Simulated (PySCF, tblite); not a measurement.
# C₂H₆GeNO radical: geometry, infrared bands and EPR parameters

What infrared bands and EPR parameters should C₂H₆GeNO radical (`C[C](=O)[GeH2][NH]`) show?

Computed with tblite 0.8.0 and PySCF 2.14.0, with density-fitted response routines of our own, on a single molecule in the gas phase. Atoms are numbered from 0 throughout.

### 1 The molecule as given

11 atoms, charge 0, multiplicity 2; geometry from: force field or distance geometry start.

Bonds of the start (Å): C0–C1 1.51, C1–O2 1.20, C1–Ge3 1.93, Ge3–N4 1.87, C0–H5 1.11, C0–H6 1.11, C0–H7 1.09, Ge3–H8 1.52, Ge3–H9 1.57, N4–H10 1.05.

### 2 Optimising the geometry with GFN2-xTB

What the job is given:

```
{"job": {"kind": "relax", "xc": "GFN2-xTB", "basis": "xTB"}, "charge": 0, "multiplicity": 2}
C      1.473000     0.514200    -0.104300
C      0.567000    -0.614900    -0.517900
O      0.942200    -1.431000    -1.319500
Ge    -1.168400    -0.718300     0.322000
N     -1.619500     1.058800     0.685800
H      1.537900     1.210400    -0.971700
H      0.933700     1.088300     0.684400
H      2.473900     0.195200     0.169600
H     -2.210700    -1.432700    -0.518900
H     -0.927800    -1.400800     1.712600
H     -1.996000     1.533400    -0.168100
```

Command:

```console
> OMP_NUM_THREADS=1 python probes_run.py task.json out
```

This one command runs all jobs of the session in turn.

**Question.** This job is followed by: GFN2-xTB harmonic vibrations, gas phase; UKS B3LYP, def2-TZVP-core on Ge, pcH-1 on C H N O, non-relativistic, mean-field spin-orbit, GIAO. What will the session give for the following? strongest single infrared mode (GFN2-xTB); zero-point energy (GFN2-xTB); g(iso) (B3LYP); ⟨S²⟩; largest a(iso) (averaged by class); surface potential, 1st and 99th percentile.

**Answer**, as computed:

| quantity | value |
| --- | --- |
| strongest single infrared mode (GFN2-xTB) | 1922 cm⁻¹, 515 km/mol |
| zero-point energy (GFN2-xTB) | 44.6 kcal/mol |
| g(iso) (B3LYP) | 2.00483 |
| ⟨S²⟩ | 0.762 (exact 0.75) |
| largest a(iso) (averaged by class) | 13C on C1, 82.4 MHz |
| surface potential, 1st and 99th percentile | -1.49 V and 1.44 V |

The optimisation took 102 steps and gained 0.561 eV; among the close pairs (by a distance rule), C1–Ge3 changed most, from 1.931 to 2.086 Å. No mode is imaginary among the 27: a minimum at this level. The strongest single mode, at 1922 cm⁻¹, moves mainly H9. GFN2-xTB is a fitted tight-binding method: band positions and strengths are rough. Its intensities can rank the bands wrongly. Most of the unpaired spin sits on N4 (0.77 e). The isotropic g lies 2.5 ppt above the free-electron value. The hyperfine terms hold no scalar relativity, which the heavier nuclei need.
